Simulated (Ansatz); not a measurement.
# Cl4H2MoO2: small, medium and large basis sets

How large a basis does Cl4H2MoO2 need? Two functionals are run in growing sets.

Program: Ansatz 0.2.0, Gaussian basis. Level of theory: one geometry, several basis sets. These are calculated values, not measurements.

The runs, in order: PBE0-D4/def2-SVP; ωB97M-V/def2-SVP; PBE0-D4/def2-QZVPP; ωB97M-V/def2-QZVPP; the functionals' def2-TZVPP values are taken from earlier runs.

## Step 1: The relaxed structure

An earlier PBE0-D4 in a triple-zeta def2 set relaxation fixed the geometry. Mo takes the def2 core potential; no spin-orbit term is included.

SMILES `[OH][Mo]([OH])([Cl])([Cl])([Cl])[Cl]`, 9 atoms, charge 0, spin multiplicity 1.

Atoms are counted from 1 here; the program's logs count them from 0.

Bond lengths: O1–Mo2 1.835 Å, O1–H8 0.966 Å, Mo2–O3 1.843 Å, Mo2–Cl4 2.363 Å, Mo2–Cl5 2.332 Å, Mo2–Cl6 2.275 Å, Mo2–Cl7 2.281 Å, O3–H9 0.965 Å. Angles: Mo2–O1–H8 123.7°, O1–Mo2–O3 95.9°, O1–Mo2–Cl4 80.3°, O1–Mo2–Cl5 164.6°, O1–Mo2–Cl6 92.5°, O1–Mo2–Cl7 99.1°, O3–Mo2–Cl4 94.9°, O3–Mo2–Cl5 81.7°, O3–Mo2–Cl6 90.2°, O3–Mo2–Cl7 164.8°, Cl4–Mo2–Cl5 84.7°, Cl4–Mo2–Cl6 171.6°, Cl4–Mo2–Cl7 89.6°, Cl5–Mo2–Cl6 102.7°, Cl5–Mo2–Cl7 84.3°, Cl6–Mo2–Cl7 87.1°, Mo2–O3–H9 124.4°.

## Step 2: PBE0-D4 in def2-SVP

Input file in.yaml:

```yaml
crystal:
  periodic: [false, false, false]
  atoms:
    - {symbol: O, position_ang: [-1.304093, -1.208559, 0.060281]}
    - {symbol: Mo, position_ang: [-0.148635, 0.213966, -0.039278]}
    - {symbol: O, position_ang: [1.145126, -0.660249, -1.017641]}
    - {symbol: Cl, position_ang: [0.518429, -0.696343, 2.037045]}
    - {symbol: Cl, position_ang: [1.602321, 1.716033, 0.302932]}
    - {symbol: Cl, position_ang: [-1.096808, 0.979693, -1.960039]}
    - {symbol: Cl, position_ang: [-1.397903, 1.772874, 1.061892]}
    - {symbol: H, position_ang: [-1.323302, -1.832970, 0.797394]}
    - {symbol: H, position_ang: [2.004865, -0.284436, -1.242576]}
basis:
  gaussian: {orbitals: def2-SVP}
hamiltonian: {xc: pbe0, dispersion: d4}
output: {orbitals: {seedname: orbitals}}
```

Run with:

```bash
$ ansatz run in.yaml --threads 2 --pin off --events-out ev --progress --plain --max-ram 32768MiB --backend cpu
```

What it wrote:

```text
Functional definition: PBE0
  name "PBE0"
  cite "Adamo & Barone, J. Chem. Phys. 110, 6158 (1999) doi:10.1063/1.478522"
  cite "Perdew, Burke & Ernzerhof, Phys. Rev. Lett. 77, 3865 (1996) doi:10.1103/PhysRevLett.77.3865"
  parent pbe
  parameter a = 0.25
  parameter kappa = 0.804
  parameter beta = 0.06672455060314922
  exchange = (1 - a)*pbe_x(kappa = kappa, mu = beta*pi^2/3) + a*exact_x
  correlation = pbe_c(beta = beta)
1329 factors; integrals over basis functions are off by at most 1.0e-3 eV
mean field evaluation 1: about -56024.5747 eV, gradient 8.0e1 eV
mean field evaluation 2: about -55780.7244 eV, gradient 3.1e2 eV
mean field evaluation 4: about -56035.0865 eV, gradient 3.1e1 eV
mean field evaluation 8: about -56037.4263 eV, gradient 1.3e0 eV
mean field evaluation 16: about -56037.7302 eV, gradient 4.0e-3 eV
mean field -56037.73018590 eV, -2059.3486005941 hartree, gradient 8.7e-5 eV, S^2 0.000000; 0 other end points of the search recorded, 0 dependent functions left out
reference -56037.73024271 eV, -2059.3486026820 hartree; 50, 50 occupied and 91, 91 virtual orbitals, 1329 factors
Total energy: -56038.11271665 eV, -2059.3626583398 hartree
```

It took 5.5 s on 2 threads of AMD EPYC 7R13, shared host; peak memory 0.45 GiB.

## Step 3: ωB97M-V in def2-SVP

in.yaml: that of step 2 with these lines changed.

```diff
@@ -14,3 +14,3 @@
   gaussian: {orbitals: def2-SVP}
-hamiltonian: {xc: pbe0, dispersion: d4}
+hamiltonian: {xc: {name: wB97M-V}}
 output: {orbitals: {seedname: orbitals}}
```

Same command.

What it wrote (excerpt; [...] marks lines left out):

```text
Functional definition: wB97M-V
  name "wB97M-V"
  cite "Mardirossian & Head-Gordon, J. Chem. Phys. 144, 214110 (2016) doi:10.1063/1.4952647"
  cite "Becke, J. Chem. Phys. 107, 8554 (1997) doi:10.1063/1.475007"
  cite "Vydrov & Van Voorhis, J. Chem. Phys. 133, 244103 (2010) doi:10.1063/1.3521275"
  # Of w^i u^j: cxij and so on, Table III.
[...]
  gx(w, u) = 1 - cx + cx01*u + cx10*w
  gss(w, u) = css00 + css04*u^4 + css10*w + css20*w^2 + css43*w^4*u^3
  gos(w, u) = cos00 + cos10*w + (cos20 + cos21*u)*w^2 + (cos60 + cos61*u)*w^6
[...]
      + integral(e_c_pw_mod_opposite_spin*gos(b97_w_opposite, b97_u_opposite)) + vv10(b, c)
1329 factors; integrals over basis functions are off by at most 1.0e-3 eV
285 factors; integrals over basis functions are off by at most 6.0e-6 eV
[...]
mean field -56052.43965125 eV, -2059.8891634752 hartree, gradient 7.6e-5 eV, S^2 0.000000; 0 other end points of the search recorded, 0 dependent functions left out
reference -56052.43974039 eV, -2059.8891667511 hartree; 50, 50 occupied and 91, 91 virtual orbitals, 1329 factors
Total energy: -56052.43974039 eV, -2059.8891667511 hartree
```

Run time: 21 s. Hardware: 2 threads of AMD EPYC 7R13, shared host; peak memory 0.65 GiB.

## Step 4: PBE0-D4 in def2-QZVPP

in.yaml: that of step 3 with these lines changed.

```diff
@@ -13,4 +13,4 @@
 basis:
-  gaussian: {orbitals: def2-SVP}
-hamiltonian: {xc: {name: wB97M-V}}
+  gaussian: {orbitals: "def2-QZVPP.json"}
+hamiltonian: {xc: pbe0, dispersion: d4}
 output: {orbitals: {seedname: orbitals}}
```

Run with:

```bash
$ ansatz run in.yaml --threads 2 --pin off --events-out ev --progress --plain --max-ram 32768MiB --backend cuda --devices 0, --max-vram 18GiB
```

What it wrote:

```text
Functional definition: PBE0
  name "PBE0"
  cite "Adamo & Barone, J. Chem. Phys. 110, 6158 (1999) doi:10.1063/1.478522"
  cite "Perdew, Burke & Ernzerhof, Phys. Rev. Lett. 77, 3865 (1996) doi:10.1103/PhysRevLett.77.3865"
  parent pbe
  parameter a = 0.25
  parameter kappa = 0.804
  parameter beta = 0.06672455060314922
  exchange = (1 - a)*pbe_x(kappa = kappa, mu = beta*pi^2/3) + a*exact_x
  correlation = pbe_c(beta = beta)
2398 factors; their error is unknown
mean field evaluation 1: about -56048.7933 eV, gradient 9.0e1 eV
mean field evaluation 2: about -55786.5839 eV, gradient 3.6e2 eV
mean field evaluation 4: about -56060.7813 eV, gradient 3.0e1 eV
mean field evaluation 8: about -56062.5145 eV, gradient 4.4e-1 eV
mean field evaluation 16: about -56062.5839 eV, gradient 6.9e-3 eV
mean field -56062.58394179 eV, -2060.2619592765 hartree, gradient 2.3e-5 eV, S^2 0.000000; 0 other end points of the search recorded, 0 dependent functions left out
reference -56062.58398853 eV, -2060.2619609941 hartree; 50, 50 occupied and 485, 485 virtual orbitals, 2398 factors
Total energy: -56062.96646246 eV, -2060.2760166520 hartree
```

It took 8.6 s on 1 × H100 (card shared with other runs) with 2 threads of AMD EPYC 7R13, shared host; peak host memory 1.1 GiB.

## Step 5: ωB97M-V in def2-QZVPP

in.yaml: that of step 4 with these lines changed.

```diff
@@ -14,3 +14,3 @@
   gaussian: {orbitals: "def2-QZVPP.json"}
-hamiltonian: {xc: pbe0, dispersion: d4}
+hamiltonian: {xc: {name: wB97M-V}}
 output: {orbitals: {seedname: orbitals}}
```

Launched as before.

What it wrote (excerpt; [...] marks lines left out):

```text
Functional definition: wB97M-V
  name "wB97M-V"
  cite "Mardirossian & Head-Gordon, J. Chem. Phys. 144, 214110 (2016) doi:10.1063/1.4952647"
  cite "Becke, J. Chem. Phys. 107, 8554 (1997) doi:10.1063/1.475007"
  cite "Vydrov & Van Voorhis, J. Chem. Phys. 133, 244103 (2010) doi:10.1063/1.3521275"
  # Of w^i u^j: cxij and so on, Table III.
[...]
  gx(w, u) = 1 - cx + cx01*u + cx10*w
  gss(w, u) = css00 + css04*u^4 + css10*w + css20*w^2 + css43*w^4*u^3
  gos(w, u) = cos00 + cos10*w + (cos20 + cos21*u)*w^2 + (cos60 + cos61*u)*w^6
[...]
      + integral(e_c_pw_mod_opposite_spin*gos(b97_w_opposite, b97_u_opposite)) + vv10(b, c)
2280 factors; their error is unknown
379 factors; integrals over basis functions are off by at most 1.7e-5 eV
[...]
mean field -56077.10438146 eV, -2060.7955755921 hartree, gradient 2.2e-5 eV, S^2 0.000000; 0 other end points of the search recorded, 0 dependent functions left out
reference -56077.10446022 eV, -2060.7955784866 hartree; 50, 50 occupied and 485, 485 virtual orbitals, 2280 factors
Total energy: -56077.10446022 eV, -2060.7955784866 hartree
```

Run time: 10 s. Hardware: 1 × H100 (card shared with other runs) with 2 threads of AMD EPYC 7R13, shared host; peak host memory 1.2 GiB.

## Step 6: Density functionals: the series

The def2-TZVPP values come from earlier runs at the same geometry.

```tsv
functional	basis	functions	energy (eV)	from the largest (eV)	HOMO (eV)	LUMO (eV)
PBE0-D4	def2-SVP	141	-56038.1127	24.854	-8.69	-5.20
PBE0-D4	def2-TZVPP	314	-56061.1275	1.839	-8.70	-5.16
PBE0-D4	def2-QZVPP	535	-56062.9665	0.000	-8.72	-5.15
ωB97M-V	def2-SVP	141	-56052.4397	24.665	-10.84	-3.29
ωB97M-V	def2-TZVPP	314	-56075.3410	1.763	-10.90	-3.29
ωB97M-V	def2-QZVPP	535	-56077.1045	0.000	-10.92	-3.30
```

## Step 7: Results

| quantity | value |
| --- | --- |
| PBE0-D4: double and triple zeta above quadruple | 24.85, 1.84 eV |
| ωB97M-V: double and triple zeta above quadruple | 24.66, 1.76 eV |

**Reading.** PBE0-D4 gains 23.01 eV from double to triple zeta, then 1.84 eV more. These are total energies; as a rule much of such shifts cancels in differences, which this series doesn't test.
